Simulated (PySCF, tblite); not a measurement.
**C₆H₁₄SSi₂: geometry, infrared bands and NMR shifts**

What infrared bands and NMR shifts should C₆H₁₄SSi₂ (`C#C[C@@](C)(C[SiH2]C)S[SiH3]`) show?

Programs: tblite 0.8.0 and PySCF 2.14.0, with density-fitted response routines of our own. Each step states its level of theory. These are calculated values for one molecule in the gas phase, unless marked as measured. Atoms count from 0, in the outputs and in this text.

## 1. Starting geometry

23 atoms, charge 0, multiplicity 1; geometry from: force field or distance geometry start.

Bonds of the start (Å): C0–C1 1.19, C1–C2 1.50, C2–C3 1.54, C2–C4 1.54, C4–Si5 1.89, Si5–C6 1.86, C2–S7 1.85, S7–Si8 2.15, C0–H9 1.07, C3–H10 1.09, C3–H11 1.11, C3–H12 1.09, C4–H13 1.09, C4–H14 1.10, Si5–H15 1.48, Si5–H16 1.48, C6–H17 1.09, C6–H18 1.10, C6–H19 1.10, Si8–H20 1.49, Si8–H21 1.49, Si8–H22 1.47.

## 2. Geometry optimisation with GFN2-xTB

Job settings and geometry (Å):

```
{"job": {"kind": "relax", "xc": "GFN2-xTB", "basis": "xTB"}, "charge": 0, "multiplicity": 1}
C     -1.287600     2.218000    -0.922800
C     -1.006000     1.158100    -0.464600
C     -0.619400    -0.164600     0.119400
C     -0.839400    -1.273800    -0.925200
C      0.831900    -0.131800     0.646900
Si     2.235200     0.204600    -0.575600
C      3.877200     0.205200     0.293000
S     -1.646600    -0.527100     1.619700
Si    -3.708500    -0.279100     1.079700
H     -1.558400     3.168800    -1.328100
H     -0.256000    -1.108700    -1.828200
H     -0.547200    -2.262600    -0.517200
H     -1.884600    -1.350400    -1.241000
H      1.078600    -1.091400     1.112500
H      0.927500     0.647800     1.420800
H      2.042000     1.516200    -1.230800
H      2.243400    -0.844600    -1.616800
H      4.693200     0.380900    -0.406300
H      3.913900     0.982100     1.072300
H      4.067400    -0.759200     0.788400
H     -4.560500    -0.691000     2.228500
H     -3.985000     1.151400     0.768000
H     -4.015800    -1.121800    -0.082500
```

Run with:

```bash
OMP_NUM_THREADS=1 python probes_run.py task.json out
```

This one command runs all jobs of the session in turn.

**Question.** This job is followed by: GFN2-xTB harmonic vibrations, gas phase; GIAO PBE0/pcSseg-1 NMR shielding, non-relativistic, gas phase. Predict these results of the whole session: strongest single infrared mode (GFN2-xTB); zero-point energy (GFN2-xTB); ¹³C shifts against TMS (PBE0/pcSseg-1); ¹H shifts against TMS (PBE0/pcSseg-1, means over atoms taken as alike); ²⁹Si shifts against TMS (PBE0/pcSseg-1); ³³S shifts against CS2 (PBE0/pcSseg-1); surface potential, 1st and 99th percentile.

As calculated:

```
                                                              quantity                                               value
                             strongest single infrared mode (GFN2-xTB)                                780 cm⁻¹, 443 km/mol
                                          zero-point energy (GFN2-xTB)                                      106.5 kcal/mol
                                ¹³C shifts against TMS (PBE0/pcSseg-1)              91.7, 83.6, 45.7, 33.8, 33.7, -7.2 ppm
¹H shifts against TMS (PBE0/pcSseg-1, means over atoms taken as alike)  4.60, 4.58, 4.31, 2.36, 1.72, 1.71, 1.54, 0.16 ppm
                               ²⁹Si shifts against TMS (PBE0/pcSseg-1)                                    -47.0, -64.1 ppm
                                ³³S shifts against CS2 (PBE0/pcSseg-1)                                              11 ppm
                                 surface potential, 1st and 99th percentile                                  -1.02 V and 1.30 V
```

In words: The optimisation took 125 steps and gained 0.229 eV; among the close pairs (by a distance rule), C1–C2 changed most, from 1.497 to 1.442 Å. The lowest mode is imaginary (35i cm⁻¹), so the xTB geometry is not a minimum. GFN2-xTB is a fitted tight-binding method: band positions and strengths are rough. Its intensities can rank the bands wrongly. At PBE0/pcSseg-1: The widest tensor belongs to S7: span 634 ppm, with a paramagnetic part of -566 ppm.
